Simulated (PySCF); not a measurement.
# CH₂BFN₂: electronic excitations and core binding energies

Aim: predict the electronic excitations and core binding energies of CH₂BFN₂ (`N#CB(N)F`).

Computed with PySCF 2.14.0, with density-fitted response routines of our own, on a single molecule in the gas phase. Atoms count from 0, in the outputs and in this text.

### 1 The molecule as given

7 atoms, charge 0, multiplicity 1; geometry from: GFN2-xTB.

Bonds of the start (Å): N0–C1 1.15, C1–B2 1.54, B2–N3 1.38, B2–F4 1.33, N3–H5 1.01, N3–H6 1.00.

### 2 Excited states and response: CAM-B3LYP/def2-SVPD

Job settings and geometry (Å):

```
{"job": {"kind": "uv", "xc": "CAM-B3LYP", "basis": "def2-SVPD", "nstates": 8, "ntriplets": 3}, "charge": 0, "multiplicity": 1}
N      2.538813    -0.604894    -0.067707
C      1.496464    -0.132564    -0.003631
B      0.083453     0.475825     0.078706
N     -1.047535    -0.304842    -0.072880
F     -0.060504     1.781582     0.301756
H     -1.974072     0.084639    -0.022019
H     -1.033285    -1.294842    -0.241303
```

With the program's defaults for keys left out, this is: TDDFT CAM-B3LYP/def2-SVPD, vertical, gas phase, core orbitals frozen in the response.

Command:

```sh
> OMP_NUM_THREADS=1 python probes_run.py task.json out
```

One launch serves the whole session: the jobs run in the order shown.

**Question.** This job is followed by: delta-SCF UKS SCAN, pcX-2 on the ionised atom, pcseg-1 elsewhere, spin-free X2C. What will the session give for the following? lowest singlet (CAM-B3LYP/def2-SVPD); brightest single state of those computed; lowest triplet; N1s binding energies, SCAN/pcX-2; C1s binding energies, SCAN/pcX-2; B1s binding energies, SCAN/pcX-2; F1s binding energies, SCAN/pcX-2.

**Answer**, as computed:

```
                                quantity                        value
    lowest singlet (CAM-B3LYP/def2-SVPD)  6.79 eV (183 nm), f = 0.000
brightest single state of those computed  state 2, 7.23 eV, f = 0.128
                          lowest triplet                      5.58 eV
        N1s binding energies, SCAN/pcX-2      N3 406.42, N0 405.70 eV
        C1s binding energies, SCAN/pcX-2                 C1 292.26 eV
        B1s binding energies, SCAN/pcX-2                 B2 198.99 eV
        F1s binding energies, SCAN/pcX-2                 F4 693.48 eV
```

**Reading.** The first singlet state (HOMO−1→LUMO 0.94) lies at 6.79 eV and is dark; of the 8 states computed, the strongest absorption comes from states 5 to 6 together at 8.00 eV. The lowest triplet lies 1.21 eV below the lowest singlet (triplets in Tamm-Dancoff, singlets in full TDDFT). The N1s levels kept as sound span 0.72 eV, from N0 (nitrile nitrogen) up to N3 (nitrogen bonded to B, 2 H).
